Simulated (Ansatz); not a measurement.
Below is the output of a Python script on Ansatz's Python interface that makes a convergence test of the plane-wave cutoff of SiC, space group F-43m. Write a script that gives it. Level of theory (first run): PBE, PAW, cutoff 250 eV, 8×8×8 k-points, Fermi-Dirac smearing of 0.01 eV. The script varies cutoff (eV): 250, 300, 350, 400.

The script reads `sic.xyz`:
```text
2
Lattice="0.0 2.179 2.179 2.179 0.0 2.179 2.179 2.179 0.0" Properties=species:S:1:pos:R:3 pbc="T T T"
Si    0.00000000    0.00000000    0.00000000
C     1.08950000    1.08950000    1.08950000
```

```console
$ python sic_ecut.py
 cutoff (eV)  F/atom (eV)  iterations  plane waves
         250   -443.31492           6          169
         300   -443.50809           6          259
         350   -443.56163           6          331
         400   -443.57600           6          339
250: +261.08 meV/atom
300: +67.91 meV/atom
350: +14.37 meV/atom
```

The script that was run (others could print the same):

`sic_ecut.py`
```python
"""Cutoff test for SiC."""

import warnings

import ansatz as az
import pandas as pd


def main() -> None:
    warnings.simplefilter("ignore", az.DeckWarning)

    crystal = az.Crystal.from_extxyz("sic.xyz")

    job = crystal.calculation()
    job = job.functional("pbe").kpoints(8, 8, 8)
    job = job.occupations("Fermi-Dirac", width=0.01)

    rows = []
    for value in [250, 300, 350, 400]:
        data = job.basis(value).run(threads=1).report
        rows.append((value, data["free_energy_ev"] / len(data["lattice"]["sites"]), data["n_iterations"], data["n_pw"]))

    table = pd.DataFrame(rows, columns=["cutoff (eV)", "F/atom (eV)", "iterations", "plane waves"])
    print(table.round(5).to_string(index=False))

    # the last row is the reference
    for row in rows[:-1]:
        shift = 1000 * (row[1] - rows[-1][1])
        print(f"{row[0]}: {shift:+.2f} meV/atom" + ("  (within 1 meV)" if abs(shift) < 1 else ""))


if __name__ == "__main__":
    main()
```

Reading the output:
- The structure is a deposited one; some such entries were measured under pressure or heat, so a shift against it needn't be the functional's error alone.
- Shifts are counted from the last row, which is itself no proven limit.
- The script silences the warnings on its input, which a real study should read.
- It ran for 2.9 s on 1 thread of Arm Neoverse V1 (shared host), peak memory 0.36 GiB.
